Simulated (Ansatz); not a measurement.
# CH₃BO₂: one species, many methods

The task here is to estimate one member of a computed series from the others.

Method: functionals in def2-TZVPP, the program's frozen cores in correlated methods; program: Ansatz 0.2.0, Gaussian basis.

Plan: LDA (SPW92), PBE-D4, revPBE-D4, BLYP-D4, r2SCAN-D4, B97M-V, PBE0-D4, B3LYP-D4, r2SCANh-D4, r2SCAN0-D4, HSE06-D4, BHLYP-D4, CAM-B3LYP-D4, LC-ωPBE, ωB97X-V, ωB97M-V, B2PLYP, PBE-QIDH; CCSD(T)/def2-SVP; CCSD(T)/def2-TZVPP; MP2/def2-QZVPP; extrapolation to the limit; RPA on PBE.

## The geometry

All runs share one geometry, relaxed beforehand with PBE0-D4 in a triple-zeta def2 set.

SMILES `OB1CO1`, 7 atoms, charge 0, spin multiplicity 1.

Atoms are counted from 1 here; the program's logs count them from 0.

Bond lengths: O1–B2 1.341 Å, O1–H5 0.959 Å, B2–C3 1.507 Å, B2–O4 1.334 Å, C3–O4 1.511 Å, C3–H6 1.087 Å, C3–H7 1.087 Å. Angles: B2–O1–H5 113.6°, O1–B2–C3 159.4°, O1–B2–O4 136.7°, C3–B2–O4 63.9°, B2–C3–O4 52.5°, B2–C3–H6 122.7°, B2–C3–H7 122.7°, O4–C3–H6 112.5°, O4–C3–H7 112.5°, H6–C3–H7 114.0°, B2–O4–C3 63.6°.

Set-up of the first run:

in.yaml

```yaml
crystal:
  periodic: [false, false, false]
  atoms:
    - {symbol: O, position_ang: [-1.464363, 0.371732, -1.006662]}
    - {symbol: B, position_ang: [-0.448394, -0.119973, -0.283291]}
    - {symbol: C, position_ang: [0.818630, -0.148295, 0.532905]}
    - {symbol: O, position_ang: [-0.053426, -1.319910, 0.146077]}
    - {symbol: H, position_ang: [-1.427263, 1.323255, -1.122623]}
    - {symbol: H, position_ang: [0.829787, 0.024494, 1.605893]}
    - {symbol: H, position_ang: [1.806330, -0.199303, 0.082200]}
basis:
  gaussian: {orbitals: def2-TZVPP}
hamiltonian: {xc: lda}
output: {orbitals: {seedname: orbitals}}
```

Run with:

```sh
$ ansatz run in.yaml --threads 2 --pin off --events-out ev --progress --plain --max-ram 4352MiB
```

Among the steps run: LDA; PBE-D4 (GGA); revPBE-D4 (GGA); BLYP-D4 (GGA); r2SCAN-D4 (meta-GGA); B97M-V (meta-GGA); PBE0-D4 (hybrid); B3LYP-D4 (hybrid); r2SCANh-D4 (hybrid); r2SCAN0-D4 (hybrid); HSE06-D4 (hybrid); BHLYP-D4 (hybrid); CAM-B3LYP-D4 (range-separated); LC-ωPBE (range-separated); ωB97X-V (range-separated); ωB97M-V (range-separated); B2PLYP (double hybrid); PBE-QIDH (double hybrid).

One table of the session follows, with a row left open; its other results are not shown here.

It belongs to the step «Orbital energies across the functionals». 

| functional | HOMO (eV) | LUMO (eV) | gap (eV) |
| --- | --- | --- | --- |
| LDA (SPW92) | -6.83 | -0.53 | 6.29 |
| PBE-D4 | -6.65 | -0.41 | 6.23 |
| revPBE-D4 | -6.58 | -0.36 | 6.21 |
| BLYP-D4 | -6.56 | -0.48 | 6.07 |
| r2SCAN-D4 | -6.90 | 0.29 | 7.19 |
| B97M-V | -6.97 | -0.14 | 6.82 |
| PBE0-D4 | -8.08 | 0.42 | 8.51 |
| B3LYP-D4 | -7.87 | 0.03 | 7.91 |
| r2SCANh-D4 | -7.44 | 0.54 | 7.98 |
| r2SCAN0-D4 | -8.25 | 0.88 | 9.13 |
| HSE06-D4 | -7.67 | 0.06 | 7.73 |
| BHLYP-D4 | -9.45 | 0.97 | 10.41 |
| CAM-B3LYP-D4 | -9.56 | 1.12 | 10.68 |
| LC-ωPBE | -10.93 | 2.43 | 13.36 |
| ωB97X-V | ? | ? | ? |
| ωB97M-V | -10.42 | 1.74 | 12.16 |

Estimate the missing values for ωB97X-V.

As computed: HOMO (eV): -10.53; LUMO (eV): 2.25; gap (eV): 12.78. In the column «HOMO (eV)» it lies between LC-ωPBE (-10.93) and ωB97M-V (-10.42).
